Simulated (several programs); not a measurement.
## What each method gives for Si3Ge (ordering on diamond)

An ordered 4-atom cell of Si3Ge on the diamond lattice (P-4m2), relaxed with r2SCAN in Ansatz, was computed with several methods. Space group P-4m2 (No. 115), tetragonal; a = 3.888 Å, c = 5.484 Å in the conventional setting, 20.72 Å³ an atom. Si is surrounded by 2 Si at 2.36 Å and 2 Ge at 2.39 Å; Si is surrounded by 4 Si at 2.36 Å; Ge is surrounded by 4 Si at 2.39 Å. All values are calculated for a non-magnetic cell, which may be hypothetical.

```
Si Ge
1.0
     3.88810    0.00000    0.00000
     0.00000    3.88810    0.00000
     0.00000    0.00000    5.48368
Si Ge
3 1
Direct
  0.50000 0.00000 0.75488
  0.50000 0.50000 0.00000
  0.00000 0.50000 0.24512
  0.00000 0.00000 0.50000
```

Gaps and times are for a single point on this cell; volume and bulk modulus come from each method's own relaxation or energy curve at fixed shape, which is too stiff where a cell has free coordinates or axes. Times are rough, from shared hosts (Arm Neoverse V1), and each method has its own mesh and cell size. A dagger marks a closed or tiny gap in a crystal that DFT finds insulating: a failure of the method or a wrong SCF state. A double dagger marks a value from a curve with shape and coordinates held. A star marks a curve whose lowest point is an end point. PM6 (MOPAC), PM7 (MOPAC), GFN1-xTB (tblite), GFN2-xTB (tblite) treat a cluster of cells at its zone centre, which samples few k points: where these miss a band edge, the gap comes out too large for that reason alone. Gaps from k meshes are read at a limited set of points (mesh, symmetry points, PBE's band edges), so each method's own least gap may be somewhat smaller. Force fields have no electrons; where one was fitted to this phase, its volume and modulus reflect the fit. xTB and the PM methods were fitted mostly to molecules, and can miss a solid's gap by electronvolts. Minimal bases can be far off for gaps. Times of the plane-wave ladder aren't listed, since it ran on unlike processors and cards. GLLB-SC's gap includes the derivative discontinuity. G0W0 is at finite bands, cutoff and mesh. d marks a direct gap, i an indirect one (no mark: not told apart), a dash a value that wasn't computed or didn't pass its checks.

```csv
method,kind,gap (eV),own volume (Å³/atom),bulk modulus (GPa),atoms computed,processor time
SiCGe.tersoff (LAMMPS),force field,–,20.64,92‡,4,0.11 s
light PBE (260 eV and a coarse mesh),light plane-wave,0.38 i,–,–,4,1.6 s
PBE/SZV (CP2K),small basis,2.33 i,21.72‡,87‡,4,5 s
PBE,semilocal,0.38 i,21.17,82‡,4,–
GFN1-xTB (tblite),tight binding,0.17†,22.73*‡,83*‡,cluster,7.3 s
GFN2-xTB (tblite),tight binding,1.47,20.03‡,98‡,cluster,7.6 s
PBE/single zeta (GPAW),small basis,1.29 i,–,–,4,9.7 s
PBE/DZVP (CP2K),small basis,0.40 i,21.21‡,82‡,4,11 s
PM7 (MOPAC),semi-empirical,5.81,18.54*‡,194*‡,cluster,12 s
GLLB-SC (GPAW),model potential,0.70,–,–,4,15 s
r2SCAN,semilocal,0.57 i,20.72,91‡,4,–
PBE+SOC,semilocal,0.34 i,–,–,4,–
PM6 (MOPAC),semi-empirical,4.08,–,–,cluster,59 s
PBE0,hybrid,1.58 i,–,–,4,–
HSE06,hybrid,0.95 i,–,–,4,–
G0W0@PBE (120 eV screening cutoff),many-body,0.82,–,–,4,–
```

Against HSE06 (0.95 eV) and with closed or daggered gaps left aside, the nearest gap at the points sampled is that of G0W0@PBE (120 eV screening cutoff) (-0.13 eV) and the farthest that of PM7 (MOPAC) (+4.86 eV). HSE06 is only a yardstick of convenience, and nearness to it can be luck.

Volumes against r2SCAN's: SiCGe.tersoff (LAMMPS) -0.4 %, PBE +2.1 %.

Only the rows marked +SOC include spin-orbit coupling.
